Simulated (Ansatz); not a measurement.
**UB3LYP/def2-SVPD run of SiNH2F2 (SMILES [NH][SiH](F)F)**

Aim: the electronic atomisation energy of SiNH2F2 at UB3LYP/def2-SVPD, from 5 runs. 

The results are computed with Ansatz 0.2.0.

54 further runs of the same task are left out: 54 set aside as unsound or not needed.

### 1 Starting point

SiNH2F2: 6 atoms, total charge 0, spin state doublet. SMILES: `[NH][SiH](F)F`. The coordinates come from a PBE0-D4/def2-TZVP relaxation. This is one conformer, not always the lowest.

Bond lengths: N1–Si2 1.727 Å, Si2–F3 1.580 Å, Si2–F4 1.587 Å, N1–H5 1.021 Å, Si2–H6 1.473 Å. Angles: N1–Si2–F3 107.9°, N1–Si2–F4 114.0°, F3–Si2–F4 106.4°, N1–Si2–H6 109.2°, F3–Si2–H6 109.9°, F4–Si2–H6 109.3°, Si2–N1–H5 116.5°.

### 2 A single-point energy at UB3LYP/def2-SVPD

File input.yaml:

```yaml
crystal:
  periodic: [false, false, false]
  atoms:
    - {symbol: "N", position_ang: [-0.025400, 1.001700, -0.903700]}
    - {symbol: Si, position_ang: [0.188000, -0.244900, 0.273000]}
    - {symbol: F, position_ang: [1.578700, -0.941400, -0.004700]}
    - {symbol: F, position_ang: [-0.908600, -1.390200, 0.207400]}
    - {symbol: H, position_ang: [-0.977800, 1.156700, -1.236500]}
    - {symbol: H, position_ang: [0.187200, 0.354100, 1.618300]}
basis:
  gaussian: {orbitals: def2-SVPD}
total_charge: 0
magnetization: {spin_polarized: true, initial_magnetization: 1}
hamiltonian: {xc: {name: B3LYP}}
accuracy: high
output: {orbitals: {seedname: orbitals}}
```

On the command line:

```sh
$ ansatz run input.yaml --threads 1 --pin off --max-ram 3480MiB --events-out events.jsonl --progress --plain --runs-dir runs
```

Output:

```text
Warning: RAYON_NUM_THREADS=1 ignored (pool sized by the plan → 1); use --threads N
Functional definition: B3LYP
  name "B3LYP"
  parameter a0 = 0.2
  parameter ax = 0.72
  parameter ac = 0.81
  exchange = (1 - a0 - ax)*slater_x + ax*b88_x + a0*exact_x
  correlation = (1 - ac)*vwn_rpa_c + ac*lyp_c
2113 factors; integrals over basis functions are off by at most 3.2e-9 eV
mean field evaluation 1: about -14823.4273 eV, gradient 3.9e1 eV
mean field evaluation 2: about -14816.3866 eV, gradient 6.0e1 eV
mean field evaluation 4: about -14828.8062 eV, gradient 2.3e0 eV
mean field evaluation 8: about -14828.9236 eV, gradient 1.5e-1 eV
mean field evaluation 16: about -14828.9244 eV, gradient 5.8e-3 eV
mean field evaluation 32: about -14828.9244 eV, gradient 6.9e-8 eV
mean field -14828.92438532 eV, -544.9529197544 hartree, gradient 6.9e-8 eV, S^2 0.753095; 2 other end points of the search recorded, 0 dependent functions left out
reference -14828.92442318 eV, -544.9529211458 hartree; 21, 20 occupied and 85, 86 virtual orbitals, 2113 factors
Total energy: -14828.92442318 eV, -544.9529211458 hartree
```

It took 8.1 s on 1 thread of AMD EPYC 9R45 (Zen 5), shared host; peak memory 0.48 GiB.

### 3 The F atom at the same level

File run.yaml:

```yaml
crystal:
  periodic: [false, false, false]
  atoms:
    - {symbol: F, position_ang: [0.000000, 0.000000, 0.000000]}
basis:
  gaussian:
    orbitals: def2-SVPD
magnetization:
  spin_polarized: true
  initial_magnetization: 1
hamiltonian:
  xc: {name: B3LYP}
accuracy: high
```

Run the same way, it converges to -99.65309 Eh (log not shown).

### 4 The H atom at the same level

File input.yaml:

```yaml
crystal:
  periodic: [false, false, false]
  atoms:
    - symbol: H
      position_ang: [0.000000, 0.000000, 0.000000]
basis:
  gaussian:
    orbitals: def2-SVPD
magnetization:
  spin_polarized: true
  initial_magnetization: 1
hamiltonian:
  xc: {name: B3LYP}
accuracy: high
```

Run the same way, it converges to -0.50126 Eh (log not shown).

### 5 The N atom at the same level

File job.yaml:

```yaml
crystal:
  periodic: [false, false, false]
  atoms:
    - {symbol: "N", position_ang: [0.000000, 0.000000, 0.000000]}
basis:
  gaussian:
    orbitals: def2-SVPD
magnetization:
  spin_polarized: true
  initial_magnetization: 3
hamiltonian:
  xc: {name: B3LYP}
accuracy: high
```

Run the same way, it converges to -54.53889 Eh (log not shown).

### 6 The Si atom at the same level

File in.yaml:

```yaml
crystal:
  periodic: [false, false, false]
  atoms:
    - {symbol: Si, position_ang: [0.000000, 0.000000, 0.000000]}
basis:
  gaussian: {orbitals: def2-SVPD}
magnetization: {spin_polarized: true, initial_magnetization: 2}
hamiltonian: {xc: {name: B3LYP}}
accuracy: high
```

Run the same way, it converges to -289.29459 Eh (log not shown).

### 7 Summary of results

At UB3LYP/def2-SVPD:

| quantity | value |
| --- | --- |
| molecule: total energy | -544.95292 Eh |
| molecule: HOMO energy (highest over α and β) | -8.66 eV |
| molecule: LUMO energy (lowest over α and β) | -4.79 eV |
| molecule: ⟨S²⟩ | 0.753 |
| F atom: total energy | -99.65309 Eh |
| F atom: ⟨S²⟩ | 0.752 |
| H atom: total energy | -0.50126 Eh |
| H atom: ⟨S²⟩ | 0.750 |
| N atom: total energy | -54.53889 Eh |
| N atom: ⟨S²⟩ | 3.754 |
| Si atom: total energy | -289.29459 Eh |
| Si atom: ⟨S²⟩ | 2.004 |
| electronic atomisation energy | 22.062 eV |

**Reading.** Taking the molecule apart into free atoms costs 22.06 eV (2129 kJ/mol), before zero-point energy and without spin-orbit coupling.
